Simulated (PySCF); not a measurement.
# H6HfNO3 (Hf(OH)3(NH3)+): the cost of one run

The runs use PySCF 2.14.0; PBE0, Hf def2-SVP with ECP60, O def2-SVP, H def2-SVP, N def2-SVP; scalar-relativistic core potentials, no spin–orbit coupling.

1 further run of the same task is left out (for a known fault of the program).

**1. The system as given**

11 atoms, charge 1, spin multiplicity 1.

Bond lengths: Hf1–O2 1.900 Å, Hf1–O4 1.900 Å, Hf1–O6 1.900 Å, Hf1–N8 2.298 Å, O2–H3 0.960 Å, O4–H5 0.960 Å, O6–H7 0.960 Å, N8–H9 1.026 Å, N8–H10 1.026 Å, N8–H11 1.026 Å. Angles: O2–Hf1–O4 115.8°, O2–Hf1–O6 115.6°, O2–Hf1–N8 102.0°, O4–Hf1–O6 115.5°, O4–Hf1–N8 102.8°, O6–Hf1–N8 101.9°, Hf1–O2–H3 169.1°, Hf1–O4–H5 169.4°, Hf1–O6–H7 169.0°, Hf1–N8–H9 113.2°, Hf1–N8–H10 112.8°, Hf1–N8–H11 113.2°, H9–N8–H10 105.6°, H9–N8–H11 105.7°, H10–N8–H11 105.6°.

As a file:

```xyz
11

Hf    0.06760   -0.11483    0.16997
O     1.09592    1.16297    1.12826
H     1.68393    1.66362    1.69848
O    -1.25036   -1.03974    1.17824
H    -1.77810   -1.58391    1.76710
O     1.03067   -1.16989   -1.08221
H     1.59828   -1.77391   -1.56667
N    -1.19254    1.22312   -1.20874
H    -1.80922    1.86467   -0.69759
H    -0.61932    1.81768   -1.81809
H    -1.80536    0.69230   -1.83795
```

Formal oxidation states: Hf +4. An earlier session relaxed this geometry at PBE0, Hf def2-SVP with ECP60, O def2-SVP, H def2-SVP, N def2-SVP (singlet, point group C1).

Its energy there is -331.533698 Eh.

**2. One electron removed, multiplicity 2**

Contents of run.py (the lines that set the calculation):

```python
mol = gto.M(atom='''
Hf     0.06760    -0.11483     0.16997
O      1.09592     1.16297     1.12826
H      1.68393     1.66362     1.69848
O     -1.25036    -1.03974     1.17824
H     -1.77810    -1.58391     1.76710
O      1.03067    -1.16989    -1.08221
H      1.59828    -1.77391    -1.56667
N     -1.19254     1.22312    -1.20874
H     -1.80922     1.86467    -0.69759
H     -0.61932     1.81768    -1.81809
H     -1.80536     0.69230    -1.83795''',
    basis={'Hf': 'def2-SVP', 'O': 'def2-SVP', 'H': 'def2-SVP', 'N': 'def2-SVP'},
    ecp={'Hf': 'def2-SVP'},
    charge=2, spin=1)
mf = dft.UKS(mol, xc='PBE0')
mf.grids.atom_grid = (50, 194)
mf = mf.density_fit()  # fitting sets: Hf def2-universal-JKFIT, O def2-universal-JKFIT, H def2-universal-JKFIT, N def2-universal-JKFIT
mf.conv_tol = 1e-08; mf.max_cycle = 55
mf.kernel(dm0)  # dm0: the density of the relaxed state
```

The run is started by

```bash
> OMP_NUM_THREADS=2 python run.py
```

**Question.** How long does this run take on 2 threads of Arm Neoverse V2, shared host?

About 5.4 s.
